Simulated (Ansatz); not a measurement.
# GeH3Cl: one species, many methods

Aim: compute GeH3Cl with functionals from several rungs and with coupled cluster. The yardstick is the atomisation energy at the CCSD(T) limit.

The runs use Ansatz 0.2.0, Gaussian basis; functionals in def2-TZVPP, the program's frozen cores in correlated methods.

Plan: LDA (SPW92), PBE-D4, revPBE-D4, BLYP-D4, r2SCAN-D4, B97M-V, PBE0-D4, B3LYP-D4, r2SCANh-D4, r2SCAN0-D4, HSE06-D4, BHLYP-D4, CAM-B3LYP-D4, LC-ωPBE, ωB97X-V, ωB97M-V, B2PLYP, PBE-QIDH; CCSD(T)/def2-SVP; CCSD(T)/def2-TZVPP; CCSD(T)/def2-QZVPP; extrapolation to the limit; RPA on PBE.

## (1) Structure used throughout

An earlier PBE0-D4 in a triple-zeta def2 set relaxation fixed the geometry.

5 atoms, charge 0, spin multiplicity 1.

Atoms are counted from 1 here; the program's logs count them from 0.

Bond lengths: Cl1–Ge2 2.155 Å, Ge2–H3 1.532 Å, Ge2–H4 1.532 Å, Ge2–H5 1.532 Å. Angles: Cl1–Ge2–H3 107.1°, Cl1–Ge2–H4 107.1°, Cl1–Ge2–H5 107.1°, H3–Ge2–H4 111.7°, H3–Ge2–H5 111.7°, H4–Ge2–H5 111.7°.

## (2) LDA

This LDA is Slater exchange with PW92 correlation.

in.yaml reads:

```yaml
crystal:
  periodic: [false, false, false]
  atoms:
    - {symbol: Cl, position_ang: [-1.875834, -0.025110, 0.641260]}
    - {symbol: Ge, position_ang: [0.161847, -0.013883, -0.060597]}
    - {symbol: H, position_ang: [0.160355, 0.656169, -1.438094]}
    - {symbol: H, position_ang: [0.618957, -1.473716, -0.140635]}
    - {symbol: H, position_ang: [0.984474, 0.782939, 0.956666]}
basis:
  gaussian: {orbitals: def2-TZVPP}
hamiltonian: {xc: lda}
output: {orbitals: {seedname: orbitals}}
```

Started as:

```bash
$ ansatz run in.yaml --threads 2 --pin off --events-out ev --progress --plain --max-ram 32768MiB --backend cpu
```

The runs that follow: PBE-D4 (GGA); revPBE-D4 (GGA); BLYP-D4 (GGA); r2SCAN-D4 (meta-GGA); B97M-V (meta-GGA); B3LYP-D4 (hybrid); r2SCANh-D4 (hybrid); r2SCAN0-D4 (hybrid); HSE06-D4 (hybrid); BHLYP-D4 (hybrid); CAM-B3LYP-D4 (range-separated); LC-ωPBE (range-separated); ωB97X-V (range-separated); ωB97M-V (range-separated); B2PLYP (double hybrid); PBE-QIDH (double hybrid); CCSD(T) in def2-SVP; CCSD(T) in def2-TZVPP; CCSD(T) in def2-QZVPP; RPA on PBE orbitals.

Q: Predict the results of all the runs planned. Wanted: atomisation energy, CCSD(T)/CBS; farthest beyond LDA; mean size of error, GGA; mean size of error, meta-GGA; mean size of error, hybrid; mean size of error, range-separated; mean size of error, double hybrid; gap, smallest and largest; T1 diagnostic.

**Answer**, as computed:

| quantity | value |
| --- | --- |
| atomisation energy, CCSD(T)/CBS | 13.369 eV |
| functionals within 0.134 eV (1.0 %) | r2SCAN-D4, r2SCANh-D4, ωB97X-V |
| farthest beyond LDA | revPBE-D4 (-0.518 eV) |
| mean size of error, GGA | 0.407 eV |
| mean size of error, meta-GGA | 0.136 eV |
| mean size of error, hybrid | 0.243 eV |
| mean size of error, range-separated | 0.173 eV |
| mean size of error, double hybrid | 0.255 eV |
| gap, smallest and largest | 6.00 eV (LDA (SPW92)), 13.55 eV (LC-ωPBE) |
| T1 diagnostic | 0.0100 |
| triples share of the correlation energy | 3.5 % |

**Reading.** LDA overbinds by 1.473 eV (11 %). PBE-D4 misses by -0.277 eV. Double hybrids carry the basis error of their MP2 part in triple zeta, and no dispersion term here, so their miss is partly the set-up's. By mean error the best rung here is meta-GGA (0.136 eV) and the worst beyond LDA is GGA (0.407 eV). The gap between the best rungs is small, so their order is not settled. Misses under about 0.134 eV are within the doubt on the reference itself, which lacks core-valence correlation, relativity and higher excitations, and its outer-core shells are covered unevenly. Hartree-Fock recovers 74 % of the binding; the rest is correlation. CCSD(T) in def2-SVP is off by -0.970 eV, which most functionals beat. The gap grows from 6.0 to 13.5 eV across the functionals, mostly with the share of exact exchange. Correlated methods include outer-core shells of Ge, which these sets cover unevenly.
